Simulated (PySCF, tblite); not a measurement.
# C2H5OSSi radical: geometry, infrared bands and EPR parameters

What infrared bands and EPR parameters should C2H5OSSi radical (`[CH2]C(=O)S[SiH3]`) show?

Programs: tblite 0.8.0 and PySCF 2.14.0, with density-fitted response routines of our own. Each step states its level of theory. These are calculated values for one molecule in the gas phase, unless marked as measured. Atoms count from 0, in the outputs and in this text.

## 1. Starting geometry

10 atoms, charge 0, multiplicity 2; geometry from: force field or distance geometry start.

Bonds of the start (Å): C0–C1 1.51, C1–O2 1.24, C1–S3 1.81, S3–Si4 2.16, C0–H5 1.09, C0–H6 1.08, Si4–H7 1.47, Si4–H8 1.48, Si4–H9 1.48.

## 2. Geometry optimisation with GFN2-xTB

The job: settings as JSON, then the geometry in Å.

```
{"job": {"kind": "relax", "xc": "GFN2-xTB", "basis": "xTB"}, "charge": 0, "multiplicity": 2}
C      1.424800    -0.146200     0.523400
C      1.050800     0.957400    -0.442800
O      1.903800     1.780900    -0.800000
S     -0.626300     1.109000    -1.093700
Si    -1.708800    -0.524800    -0.176200
H      1.436700     0.199600     1.552100
H      2.250200    -0.756800     0.182000
H     -2.277700     0.007900     1.067400
H     -0.714000    -1.532400     0.243100
H     -2.730700    -1.090000    -1.077700
```

On the command line:

```bash
OMP_NUM_THREADS=1 python probes_run.py task.json out
```

One launch serves the whole session: the jobs run in the order shown.

**Question.** This job is followed by: GFN2-xTB harmonic vibrations, gas phase; UKS B3LYP, pcH-1 on C H O S Si, non-relativistic, mean-field spin-orbit, GIAO. What will the session give for the following? strongest single infrared mode (GFN2-xTB); zero-point energy (GFN2-xTB); g(iso) (B3LYP); ⟨S²⟩; largest a(iso) (averaged by class); surface potential, 1st and 99th percentile.

**Answer**, as computed:

| quantity | value |
| --- | --- |
| strongest single infrared mode (GFN2-xTB) | 767 cm⁻¹, 497 km/mol |
| zero-point energy (GFN2-xTB) | 36.3 kcal/mol |
| g(iso) (B3LYP) | 2.00648 |
| ⟨S²⟩ | 0.759 (exact 0.75) |
| largest a(iso) (averaged by class) | 13C on C0, 66.6 MHz |
| surface potential, 1st and 99th percentile | -1.50 V and 1.68 V |

**Reading.** Over 86 steps the energy fell by 0.742 eV; of the close pairs, C0–C1 changed most, 1.514 to 1.389 Å. No mode is imaginary among the 24: a minimum at this level. The strongest single mode, at 767 cm⁻¹, is carried by H7, H9, H8. Unscaled tight-binding wavenumbers are off by several per cent, some by more. Its intensities can rank the bands wrongly. Most of the unpaired spin sits on C0 (0.85 e). The isotropic g lies 4.2 ppt above the free-electron value.
